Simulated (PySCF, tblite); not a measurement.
**C₉H₇OP: geometry, infrared bands and NMR shifts**

Wanted: the infrared bands and NMR shifts of C₉H₇OP (`C#Cc1cccpc1C(C)=O`), by calculation.

Computed with tblite 0.8.0 and PySCF 2.14.0, with density-fitted response routines of our own, on a single molecule in the gas phase. Atoms count from 0, in the outputs and in this text.

### 1 Starting geometry

18 atoms, charge 0, multiplicity 1; geometry from: force field or distance geometry start.

Bonds of the start (Å): C0–C1 1.21, C1–C2 1.46, C2–C3 1.37, C3–C4 1.36, C4–C5 1.37, C5–P6 1.76, P6–C7 1.76, C7–C8 1.46, C8–C9 1.50, C8–O10 1.26, C7–C2 1.37, C0–H11 1.06, C3–H12 1.11, C4–H13 1.10, C5–H14 1.06, C9–H15 1.10, C9–H16 1.10, C9–H17 1.11.

### 2 Geometry optimisation with GFN2-xTB

What the job is given:

```
{"job": {"kind": "relax", "xc": "GFN2-xTB", "basis": "xTB"}, "charge": 0, "multiplicity": 1}
C      0.124000     2.959900     1.035200
C     -0.245100     1.921500     0.526900
C     -0.670700     0.649800    -0.039100
C     -2.008700     0.430700    -0.228800
C     -2.583000    -0.692000    -0.733900
C     -1.928100    -1.805400    -1.194000
P     -0.174700    -1.747400    -1.070100
C      0.337700    -0.220800    -0.364600
C      1.746800     0.087100    -0.147600
C      2.747100    -0.951700    -0.541900
O      2.122600     1.179700     0.349800
H      0.439800     3.868900     1.470400
H     -2.695400     1.230800     0.103400
H     -3.676800    -0.724100    -0.822100
H     -2.401600    -2.668900    -1.599300
H      3.303500    -0.496500    -1.377500
H      3.380100    -1.208300     0.323800
H      2.173700    -1.806900    -0.967100
```

The run is started by

```
$ OMP_NUM_THREADS=1 python probes_run.py task.json out
```

The driver reads the jobs from task.json and runs them one after another.

**Question.** This job is followed by: GFN2-xTB harmonic vibrations, gas phase; GIAO PBE0/pcSseg-1 NMR shielding, non-relativistic, gas phase. What will the session give for the following? strongest single infrared mode (GFN2-xTB); zero-point energy (GFN2-xTB); ¹³C shifts against TMS (PBE0/pcSseg-1); ¹H shifts against TMS (PBE0/pcSseg-1, means over atoms taken as alike); ³¹P shifts against H3PO4 (PBE0/pcSseg-1); ¹⁷O shifts against H2O (PBE0/pcSseg-1).

The runs gave:

| quantity | value |
| --- | --- |
| strongest single infrared mode (GFN2-xTB) | 1725 cm⁻¹, 289 km/mol |
| zero-point energy (GFN2-xTB) | 79.3 kcal/mol |
| ¹³C shifts against TMS (PBE0/pcSseg-1) | 200.5, 175.7, 162.6, 144.3, 139.9, 134.2, 99.5, 89.2, 32.8 ppm |
| ¹H shifts against TMS (PBE0/pcSseg-1, means over atoms taken as alike) | 9.14, 8.16, 8.14, 3.51, 2.89 ppm |
| ³¹P shifts against H3PO4 (PBE0/pcSseg-1) | 252.0 ppm |
| ¹⁷O shifts against H2O (PBE0/pcSseg-1) | 676.3 ppm |

What this shows: Relaxing lowered the energy by 0.685 eV in 108 steps; the close pair that moved most is C8–O10, from 1.258 to 1.210 Å. No mode is imaginary among the 48: a minimum at this level. The strongest single mode, at 1725 cm⁻¹, moves mainly C8 and O10. Unscaled tight-binding wavenumbers are off by several per cent, some by more. Its intensities can rank the bands wrongly. The most deshielded carbon is C8 (ketone carbonyl carbon), at 200.5 ppm: the double bond to the heteroatom, with no lone-pair donor beside it, deshields it most. At PBE0/pcSseg-1: The largest span, 1302 ppm, is at O10, where the paramagnetic term is -743 ppm. NICS(1)zz of -24 ppm above the planar ring from C2 marks a diatropic (aromatic) ring current.
